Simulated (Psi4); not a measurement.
# triplet AsH3 at 4 levels

We compute a comparison of 4 runs (U-revPBE/cc-pVTZ, UBLYP/cc-pVTZ, UPBE/cc-pVTZ, USVWN5/cc-pVTZ) of triplet AsH3. 

The calculation is run with Psi4 1.11.

## Step 1: The system as given

AsH3: 4 atoms, total charge 0, spin state triplet. SMILES of the parent species: `[AsH3]`. The shape is that of a PBE0-D4/def2-TZVP optimisation. That shape belongs to the parent species and isn't relaxed for this state.

Bond lengths: As1–H2 1.522 Å, As1–H3 1.522 Å, As1–H4 1.522 Å. Angles: H2–As1–H3 92.0°, H2–As1–H4 92.0°, H3–As1–H4 92.0°.

## Step 2: The energy at U-revPBE/cc-pVTZ (run 1)

Contents of ash3.inp:

```
memory 1600 MB

molecule {
  0 3
  As    -0.215800     0.487600    -0.346000
  H      0.349900     0.630300     1.059400
  H     -1.068000    -0.705500     0.061100
  H      0.933900    -0.412500    -0.774500
  symmetry c1
  no_reorient
  no_com
}

set reference uks
set puream true
set e_convergence 1e-09
set d_convergence 1e-08
set scf_type pk
set dft_radial_points 99
set dft_spherical_points 590
set maxiter 100

result, w = energy('revpbe/cc-pVTZ', return_wfn=True)
oeprop(w, 'WIBERG_LOWDIN_INDICES', 'QUADRUPOLE', 'DIPOLE', title='REVPBE')
```

Run with:

```
$ psi4 ash3.inp ash3.out -n 1
```

ash3.out:

```text
[...]
  Running in c1 symmetry.
[...]
  Nuclear repulsion =   35.153177936618192
[...]
  Multiplicity = 3
[...]
  Nalpha       = 19
  Nbeta        = 17
[...]
    Number of basis functions: 85
[...]
   @UKS iter   1: -2236.28821041630135   -1.70134e+00   2.44210e-02 ADIIS/DIIS
[...]
   @UKS iter  18: -2237.31255041419718    1.36424e-12   5.78254e-09 DIIS
[...]
   @S^2 Observed:                2.004960418E+00
[...]
  @UKS Final Energy: -2237.31255041419718
   => Energetics <=
    Nuclear Repulsion Energy =             35.1531779366181922
    One-Electron Energy =               -3184.0973447258797933
    Two-Electron Energy =                 995.5636743188929358
    DFT Exchange-Correlation Energy =     -83.9320579438285677
    Empirical Dispersion Energy =           0.0000000000000000
    VV10 Nonlocal Energy =                  0.0000000000000000
    Total Energy =                      -2237.3125504141971760
[...]
 Multipole Moments:
 ------------------------------------------------------------------------------------
     Multipole            Electronic (a.u.)      Nuclear  (a.u.)        Total (a.u.)
 ------------------------------------------------------------------------------------
 L = 1.  Multiply by 2.5417464519 to convert [e a0] to [Debye]
 Dipole X            :         13.0072691          -13.0496927           -0.0424236
 Dipole Y            :        -29.4735061           29.4855857            0.0120796
 Dipole Z            :         20.9027063          -20.9230477           -0.0203414
 Magnitude           :                                                    0.0485742
 L = 2.  Multiply by 1.3450342976 to convert [e a0^2] to [Debye ang]
 Quadrupole XX       :        -29.2811927           13.1130263          -16.1681664
 Quadrupole XY       :         11.2030026          -10.2975669            0.9054357
[...]
```

It took 39 s on 1 thread of AMD EPYC 7R43 (Zen 3), shared host; peak memory 1.6 GiB.

## Step 3: Energy and forces at UBLYP/cc-pVTZ (run 2)

Contents of job.json:

```json
{
 "schema_name": "qcschema_input",
 "schema_version": 1,
 "molecule": {
  "schema_name": "qcschema_molecule",
  "schema_version": 2,
  "symbols": ["As", "H", "H", "H"],
  "geometry": [-0.4078029, 0.92143046, -0.65384524, 0.66121517, 1.19109438, 2.00197586, -2.0182275, -1.33320178, 0.11546227, 1.76481523, -0.77951203, -1.46359288],
  "molecular_charge": 0,
  "molecular_multiplicity": 3,
  "fix_symmetry": "c1",
  "fix_com": true,
  "fix_orientation": true
 },
 "driver": "gradient",
 "model": {
  "method": "blyp",
  "basis": "cc-pVTZ"
 },
 "keywords": {
  "reference": "uks",
  "puream": true,
  "e_convergence": 1e-09,
  "d_convergence": 1e-08,
  "scf_type": "pk",
  "dft_radial_points": 99,
  "dft_spherical_points": 590,
  "maxiter": 100,
  "scf_properties": ["WIBERG_LOWDIN_INDICES", "MAYER_INDICES", "DIPOLE"]
 }
}
```

Run with:

```
$ psi4 --qcschema job.json -n 1 --memory 1600MB
```

stdout:

```text
[...]
  Running in c1 symmetry.
[...]
  Nuclear repulsion =   35.153177912119602
[...]
  Multiplicity = 3
[...]
  Nalpha       = 19
  Nbeta        = 17
[...]
    Number of basis functions: 85
[...]
   @UKS iter   1: -2236.48313511134938   -1.67900e+00   2.46045e-02 DIIS/ADIIS
[...]
   @UKS iter  21: -2237.52542031872008   -8.18545e-12   4.05884e-09 DIIS
[...]
   @S^2 Observed:                2.003389600E+00
[...]
  @UKS Final Energy: -2237.52542031872008
   => Energetics <=
    Nuclear Repulsion Energy =             35.1531779121196024
    One-Electron Energy =               -3183.9071079151499362
    Two-Electron Energy =                 995.3612650121094703
    DFT Exchange-Correlation Energy =     -84.1327553277993587
    Empirical Dispersion Energy =           0.0000000000000000
    VV10 Nonlocal Energy =                  0.0000000000000000
    Total Energy =                      -2237.5254203187200801
[...]
  -Total Gradient:
     Atom            X                  Y                   Z
    ------   -----------------  -----------------  -----------------
       1        0.050516141632     0.008646377344     0.011167898520
       2       -0.025344658619    -0.014240791872    -0.034861858323
       3        0.015774335095    -0.008013545962     0.009576672645
       4       -0.040946070543     0.013608095288     0.014117233933
[...]
```

The result, in JSON:

```text
{
 "driver": "gradient",
 "model": {
  "method": "blyp",
  "basis": "cc-pVTZ"
 },
 "success": true,
 "return_result": [0.050516141631645736, 0.008646377343975581, 0.011167898519626407, -0.02534465861888044, -0.014240791871772317, -0.03486185832345198, 0.015774335094894884, -0.008013545961928215, 0.00957667264516731, -0.04094607054345711, 0.013608095288387384, 0.014117233933352638],
 "properties": {
  "calcinfo_nbasis": 85,
  "calcinfo_nmo": 85,
  "calcinfo_nalpha": 19,
  "calcinfo_nbeta": 17,
  "calcinfo_natom": 4,
  "nuclear_repulsion_energy": 35.1531779121196,
  "return_energy": -2237.52542031872,
  "return_gradient": [0.050516141631645736, 0.008646377343975581, 0.011167898519626407, -0.02534465861888044, -0.014240791871772317, -0.03486185832345198, 0.015774335094894884, -0.008013545961928215, 0.00957667264516731, -0.04094607054345711, 0.013608095288387384, 0.014117233933352638],
  "scf_one_electron_energy": -3183.90710791515,
  "scf_two_electron_energy": 995.3612650121095,
  "scf_xc_energy": -84.13275532779936,
  "scf_dipole_moment": [-0.04604468992929789, 0.021943749966379045, -0.02710757267501762],
  "scf_total_energy": -2237.52542031872,
  "scf_total_gradient": [0.050516141631645736, 0.008646377343975581, 0.011167898519626407, -0.02534465861888044, -0.014240791871772317, -0.03486185832345198, 0.015774335094894884, -0.008013545961928215, 0.00957667264516731, -0.04094607054345711, 0.013608095288387384, 0.014117233933352638],
  "scf_iterations": 21
 }
}
```

Run time: 83 s. Hardware: 1 thread of AMD EPYC 7R43 (Zen 3), shared host; peak memory 1.6 GiB.

Run 3 isn't shown in full; the table further down has it.

## Step 4: The energy at USVWN5/cc-pVTZ (run 4)

Contents of calc.dat:

```
memory 1.6 GB

molecule {
  0 3
  As
  H 1 r2
  H 1 r3 2 a3
  H 1 r4 3 a4 2 d4

  r2 = 1.521686
  r3 = 1.521665
  a3 = 91.98507
  r4 = 1.52171
  a4 = 91.98753
  d4 = 92.058
  symmetry c1
}

set globals {
  basis                cc-pVTZ
  reference            uks
  puream               true
  e_convergence        1e-09
  d_convergence        1e-08
  scf_type             pk
  dft_radial_points    99
  dft_spherical_points 590
  maxiter              100
}

e, wfn = energy('scf', dft_functional={"name": "SVWN5", "x_functionals": {"LDA_X": {}}, "c_functionals": {"LDA_C_VWN": {}}}, return_wfn=True)
```

Run with:

```
$ psi4 -i calc.dat -o calc.out -n 1
```

calc.out:

```text
[...]
  Running in c1 symmetry.
[...]
  Nuclear repulsion =   35.153178369028240
[...]
  Multiplicity = 3
[...]
  Nalpha       = 19
  Nbeta        = 17
[...]
    Number of basis functions: 85
[...]
   @UKS iter   1: -2233.09942936252855   -1.62348e+00   2.48180e-02 ADIIS/DIIS
[...]
   @UKS iter  22: -2234.16735111629714   -1.74168e-10   6.35182e-09 DIIS
[...]
   @S^2 Observed:                2.002279393E+00
[...]
  @UKS Final Energy: -2234.16735111629714
   => Energetics <=
    Nuclear Repulsion Energy =             35.1531783690282396
    One-Electron Energy =               -3183.9261468035724647
    Two-Electron Energy =                 995.3440942535937666
    DFT Exchange-Correlation Energy =     -80.7384769353467107
    Empirical Dispersion Energy =           0.0000000000000000
    VV10 Nonlocal Energy =                  0.0000000000000000
    Total Energy =                      -2234.1673511162971408
[...]
 Multipole Moments:
 ------------------------------------------------------------------------------------
     Multipole            Electronic (a.u.)      Nuclear  (a.u.)        Total (a.u.)
 ------------------------------------------------------------------------------------
 L = 1.  Multiply by 2.5417464519 to convert [e a0] to [Debye]
 Dipole X            :          1.5523138           -1.5351645            0.0171493
 Dipole Y            :         -1.4273872            1.4809244            0.0535372
 Dipole Z            :         -1.4488818            1.4305289           -0.0183529
 Magnitude           :                                                    0.0591367
[...]
```

Wall time 38 s (1 thread of AMD EPYC 7R43 (Zen 3), shared host); peak memory 1.2 GiB.

## Step 5: Overview of the runs

```
run             level      task   energy (Eh)  dipole moment (D)  HOMO energy (eV)   ⟨S²⟩  wall time
  1  U-revPBE/cc-pVTZ    energy  -2237.312550               0.12             -1.43  2.005       39 s
  2     UBLYP/cc-pVTZ  gradient  -2237.525420               0.15             -1.26  2.003       83 s
  3      UPBE/cc-pVTZ  gradient  -2237.142425               0.11             -1.43  2.004       83 s
  4    USVWN5/cc-pVTZ    energy  -2234.167351               0.15             -1.37  2.002       38 s
```

## Step 6: Outcome

```
                                 quantity           value
                      run 4: total energy  -2234.16735 Eh
                     run 4: dipole moment          0.15 D
run 4: HOMO energy (highest over α and β)        -1.37 eV
                              run 4: ⟨S²⟩           2.002
```

What this shows: The dipole moment (its size) runs from 0.11 D (UPBE/cc-pVTZ) to 0.15 D (USVWN5/cc-pVTZ). Totals of different functionals can't be ranked against each other. All runs together took 4.1 min, the longest 83 s.
